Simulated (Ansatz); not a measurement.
**WCl+ (nonet): the correlation ladder, def2-QZVPP**

One table from this session's results is given with a row withheld; the runs are named, their logs left out.

Method: def2-QZVPP, core rule «outside noble gas», up to 9 orbitals frozen; program: Ansatz 0.2.0, Gaussian basis.

To be run: UHF; ROHF; CCSD(T) on UHF.

## What is computed

The geometry is a PBE0/def2-TZVP stationary point (not a proven minimum) of the parent state, kept for this charge and spin. No spin-orbit coupling is included. Elements past krypton take def2 core potentials.

2 atoms, charge 1, spin multiplicity 9.

Atoms are counted from 1 here; the program's logs count them from 0.

Bond lengths: W1–Cl2 2.513 Å.

Geometry (Å):

```xyz
2
charge 1, multiplicity 9
W     0.0000    0.0000    0.0000
Cl    0.0000    0.0000    2.5132
```

Set-up of the first run:

The input, in.yaml:

```yaml
crystal:
  periodic: [false, false, false]
  atoms:
    - {symbol: W, position_ang: [0.000000, 0.000000, 0.000000]}
    - {symbol: Cl, position_ang: [0.000000, 0.000000, 2.513200]}
basis:
  gaussian: {orbitals: "def2-QZVPP.json"}
total_charge: 1
magnetization: {spin_polarized: true, initial_magnetization: 8}
hamiltonian: {xc: hf}
output: {orbitals: {seedname: orbitals}}
```

Run with:

```sh
$ ansatz run in.yaml --threads 1 --pin off --events-out ev --progress --plain --max-ram 4096MiB --backend cpu
```

Steps of the session up to this table: UHF; ROHF; CCSD(T) on UHF.

One of the session's tables, all rows but one given; the rest of the session is left out.

| method | from UCCSD(T) (kcal/mol) |
| --- | --- |
| ROHF | +176.84 |
| UHF | +169.56 |
| UMP2 | +24.75 |
| UCCSD | ? |
| UCCSD(T) | 0 |

**Question.** Estimate the row for UCCSD.

**Answer.** from UCCSD(T) (kcal/mol): +6.20. In the column «from UCCSD(T) (kcal/mol)» it lies between UCCSD(T) (0) and UMP2 (+24.75).
